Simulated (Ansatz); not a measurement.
# SnSe2: a single-point run

Aim: a sound single-point run of SnSe2. The structure is shown as the input types it.

Program: Ansatz 0.2.0. Level of theory: density functional or hybrid calculation with the settings of its input, plane waves. These are calculated values, not measurements.

## (1) Starting point

The structure is trigonal, space group P-3m1 (No. 164). The conventional cell has a = 3.825 Å, b = 3.825 Å, c = 6.227 Å, α = 90.00°, β = 90.00°, γ = 120.00°. Around Sn (site symmetry -3m) lie 6 Se at 2.71 Å. Se (site symmetry 3m) is surrounded by 3 Sn at 2.71 Å.

Structure file:

```
CELL_PARAMETERS angstrom
3.82516 0.00000 0.00000
-1.91258 3.31269 0.00000
0.00000 0.00000 6.22706
ATOMIC_POSITIONS crystal
Sn 0.00000 0.00000 0.00000
Se 0.33333 0.66667 0.25308
Se 0.66667 0.33333 0.74692
```

## (2) The calculation

Contents of input.yaml:

```yaml
crystal:
  lattice:
    - [3.8251638404, 0.0, 0.0]
    - [-1.9125819202, 3.3126890594, 0.0]
    - [0.0, 0.0, 6.2270561301]
  atoms:
    - { symbol: Sn, position: [0.0, 0.0, 0.0] }
    - { symbol: Se, position: [0.3333333333, 0.6666666667, 0.2530760434] }
    - { symbol: Se, position: [0.6666666667, 0.3333333333, 0.7469239566] }
kpoints:
  mp_grid: { grid: [6, 6, 4] }
hamiltonian:
  xc: pbe
scf:
  occupations: { method: methfessel_paxton, width: 1.5 }
  n_extra_bands: 4
output:
  forces: true
  stress: true
  eigenvalues: true
```

Started as:

```
$ ansatz run input.yaml --threads 4 --pin off --max-ram 3686MiB --backend cpu --events-out ev --progress --plain --runs-dir out
```

Q: Will this input give a usable result? If not, why, and what should change?

This run ends as converged. That alone doesn't make the input a sound one.

The suspect setting: scf.occupations.width is 1.5. Occupations are smeared over electronvolts, wider than many features of the bands.

To check: set scf.occupations.width to 0.2.
